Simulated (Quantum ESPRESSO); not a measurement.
# CoSi2 (I4/mmm) in Quantum ESPRESSO: single point with PBEsol

Aim: the single point of CoSi2 with PBEsol.

Everything below comes from runs of Quantum ESPRESSO 7.5. Logs are shortened: lines on timing, memory, paths and dates and some standing lists are left out, and cuts for length are marked.

**1. The crystal as given**

The structure is tetragonal, space group I4/mmm (No. 139). The conventional cell has a = 3.748 Å, b = 3.748 Å, c = 5.248 Å, α = 90.00°, β = 90.00°, γ = 90.00°. Co (site symmetry 4/mmm) is surrounded by 8 Si at 2.29 Å. Si (site symmetry -4m2) is surrounded by 4 Co at 2.29 Å and 2 Si at 2.62 Å.

The cell was built by a generator and needn't be a form met in nature.

**2. Single point, PBEsol**

pw.in reads:

```
&CONTROL
  calculation = 'scf'
  prefix = 'pwscf'
  outdir = './tmp'
  pseudo_dir = './pseudo'
  tprnfor = .true.
  tstress = .true.
  disk_io = 'nowf'
/
&SYSTEM
  ibrav = 0
  nat = 3
  ntyp = 2
  ecutwfc = 96
  nbnd = 19
  occupations = 'smearing'
  smearing = 'mp'
  degauss = 0.00734986
/
&ELECTRONS
  conv_thr = 6d-10
  electron_maxstep = 120
  mixing_beta = 0.5
/
ATOMIC_SPECIES
Co    58.9332 Co.upf
Si    28.0850 Si.upf
CELL_PARAMETERS angstrom
   0.0000000000    2.6503636500    2.6238069000
   2.6503636500    0.0000000000    2.6238069000
   2.6503636500    2.6503636500    0.0000000000
ATOMIC_POSITIONS crystal
Co     0.0000000000    0.0000000000    0.0000000000
Si     0.2500000000    0.2500000000    0.2500000000
Si     0.7500000000    0.7500000000    0.7500000000
K_POINTS automatic
16 16 16 0 0 0
```

Potentials or basis: PseudoDojo 0.4.1 SR PBEsol standard.

Launch:

```bash
OMP_NUM_THREADS=1 pw.x -in pw.in > pw.out
```

pw.out:

```text
This program is part of the open-source Quantum ESPRESSO suite
     for quantum simulation of materials; please cite
[... 9 lines left out ...]
     --------------------
     sticks:   dense  smooth     PW     G-vecs:    dense   smooth      PW
     Sum        1317    1317    379                31527    31527    5029

     Using Slab Decomposition

     bravais-lattice index     =            0
     lattice parameter (alat)  =       7.0476  a.u.
     unit-cell volume          =     248.7536 (a.u.)^3
     number of atoms/cell      =            3
     number of atomic types    =            2
     number of electrons       =        25.00
     number of Kohn-Sham states=           19
     kinetic-energy cutoff     =      96.0000  Ry
     charge density cutoff     =     384.0000  Ry
     scf convergence threshold =      6.0E-10
     mixing beta               =       0.5000
     number of iterations used =            8  plain     mixing
     Exchange-correlation= PBESOL
                           (   1   4  10   8   0   0   0)

     celldm(1)=   7.047637  celldm(2)=   0.000000  celldm(3)=   0.000000
     celldm(4)=   0.000000  celldm(5)=   0.000000  celldm(6)=   0.000000

     crystal axes: (cart. coord. in units of alat)
               a(1) = (   0.000000   0.710658   0.703537 )
               a(2) = (   0.710658   0.000000   0.703537 )
               a(3) = (   0.710658   0.710658   0.000000 )

     reciprocal axes: (cart. coord. in units 2 pi/alat)
               b(1) = ( -0.703573  0.703573  0.710694 )
               b(2) = (  0.703573 -0.703573  0.710694 )
               b(3) = (  0.703573  0.703573 -0.710694 )

     PseudoPot. # 1 for Co read from file:
     Co.upf
     Pseudo is Norm-conserving + core correction, Zval = 17.0
     Generated using ONCVPSP code by D. R. Hamann
     Using radial grid of 1388 points,  6 beta functions with:
                l(1) =   0
                l(2) =   0
                l(3) =   1
                l(4) =   1
                l(5) =   2
                l(6) =   2

     PseudoPot. # 2 for Si read from file:
     Si.upf
     Pseudo is Norm-conserving + core correction, Zval =  4.0
     Generated using ONCVPSP code by D. R. Hamann
     Using radial grid of 1510 points,  6 beta functions with:
                l(1) =   0
                l(2) =   0
                l(3) =   1
                l(4) =   1
                l(5) =   2
                l(6) =   2

     atomic species   valence    mass     pseudopotential
     Co               17.00    58.93320     Co( 1.00)
     Si                4.00    28.08500     Si( 1.00)

     16 Sym. Ops., with inversion, found

   Cartesian axes

     site n.     atom                  positions (alat units)
         1        Co     tau(   1) = (   0.0000000   0.0000000   0.0000000  )
         2        Si     tau(   2) = (   0.3553291   0.3553291   0.3517687  )
         3        Si     tau(   3) = (   1.0659873   1.0659873   1.0553061  )

     number of k points=   349  Methfessel-Paxton smearing, width (Ry)=  0.0073

     Number of k-points >= 100: set verbosity='high' to print them.

     Dense  grid:    31527 G-vectors     FFT dimensions: (  45,  45,  45)

     Initial potential from superposition of free atoms

     starting charge      24.9985, renormalised to      25.0000
     Starting wfcs are   18 randomized atomic wfcs +    1 random wfcs

     Self-consistent Calculation

     iteration #  1     ecut=    96.00 Ry     beta= 0.50
     Davidson diagonalization with overlap
     ethr =  1.00E-02,  avg # of iterations =  4.5

     total energy              =    -322.44976571 Ry
     estimated scf accuracy    <       0.53643232 Ry

     iteration #  2     ecut=    96.00 Ry     beta= 0.50
     Davidson diagonalization with overlap
     ethr =  2.15E-03,  avg # of iterations =  2.3

     total energy              =    -322.28540786 Ry
     estimated scf accuracy    <       3.80265609 Ry

     iteration #  3     ecut=    96.00 Ry     beta= 0.50
     Davidson diagonalization with overlap
     ethr =  2.15E-03,  avg # of iterations =  2.1

     total energy              =    -322.70613867 Ry
     estimated scf accuracy    <       0.01715152 Ry

     iteration #  4     ecut=    96.00 Ry     beta= 0.50
     Davidson diagonalization with overlap
     ethr =  6.86E-05,  avg # of iterations =  3.8

     total energy              =    -322.71081619 Ry
     estimated scf accuracy    <       0.00255942 Ry

     iteration #  5     ecut=    96.00 Ry     beta= 0.50
     Davidson diagonalization with overlap
     ethr =  1.02E-05,  avg # of iterations =  3.2

     total energy              =    -322.71013304 Ry
     estimated scf accuracy    <       0.00117692 Ry

     iteration #  6     ecut=    96.00 Ry     beta= 0.50
     Davidson diagonalization with overlap
     ethr =  4.71E-06,  avg # of iterations =  2.3

     total energy              =    -322.71042522 Ry
     estimated scf accuracy    <       0.00080719 Ry

     iteration #  7     ecut=    96.00 Ry     beta= 0.50
     Davidson diagonalization with overlap
     ethr =  3.23E-06,  avg # of iterations =  1.2

     total energy              =    -322.71047022 Ry
     estimated scf accuracy    <       0.00003760 Ry

     iteration #  8     ecut=    96.00 Ry     beta= 0.50
     Davidson diagonalization with overlap
     ethr =  1.50E-07,  avg # of iterations =  2.4

     total energy              =    -322.71047771 Ry
     estimated scf accuracy    <       0.00000008 Ry

     iteration #  9     ecut=    96.00 Ry     beta= 0.50
     Davidson diagonalization with overlap
     ethr =  3.32E-10,  avg # of iterations =  4.7

     total energy              =    -322.71047789 Ry
     estimated scf accuracy    <       0.00000034 Ry

     iteration # 10     ecut=    96.00 Ry     beta= 0.50
     Davidson diagonalization with overlap
     ethr =  3.32E-10,  avg # of iterations =  2.0

     total energy              =    -322.71047786 Ry
     estimated scf accuracy    <       0.00000009 Ry

     iteration # 11     ecut=    96.00 Ry     beta= 0.50
     Davidson diagonalization with overlap
     ethr =  3.32E-10,  avg # of iterations =  2.0

     End of self-consistent calculation

     Number of k-points >= 100: set verbosity='high' to print the bands.

     the Fermi energy is    13.5914 ev

!    total energy              =    -322.71047788 Ry
     estimated scf accuracy    <          1.6E-10 Ry
     smearing contrib. (-TS)   =      -0.00002168 Ry
     internal energy E=F+TS    =    -322.71045619 Ry

     The total energy is F=E-TS. E is the sum of the following terms:
     one-electron contribution =    -204.74959928 Ry
     hartree contribution      =     117.00348035 Ry
     xc contribution           =     -62.20123951 Ry
     ewald contribution        =    -172.76309776 Ry

     convergence has been achieved in  11 iterations

     Forces acting on atoms (cartesian axes, Ry/au):

     atom    1 type  1   force =     0.00000000   -0.00000000    0.00000000
     atom    2 type  2   force =     0.00000000    0.00000000    0.00000000
     atom    3 type  2   force =     0.00000000    0.00000000    0.00000000

     Total force =     0.000000     Total SCF correction =     0.000000

     Computing stress (Cartesian axis) and pressure

          total   stress  (Ry/bohr**3)                   (kbar)     P=       32.41
   0.00019616   0.00000000   0.00000000           28.86        0.00        0.00
   0.00000000   0.00019616  -0.00000000            0.00       28.86       -0.00
   0.00000000   0.00000000   0.00026858            0.00        0.00       39.51

=------------------------------------------------------------------------------=
   JOB DONE.
=------------------------------------------------------------------------------=
```

It took 10 min on 1 thread of Intel Xeon Platinum 8375C at 2.90GHz (Ice Lake), shared host; peak memory 0.44 GiB.

What came out:

```yaml
Free_energy: -4390.6997 eV
Pressure: 3.2 GPa
Band_gap_on_the_k_mesh: none (metal or under the smearing width)
```

Spin polarisation is off, so any magnetic state and its effect on volume and gap are missing.
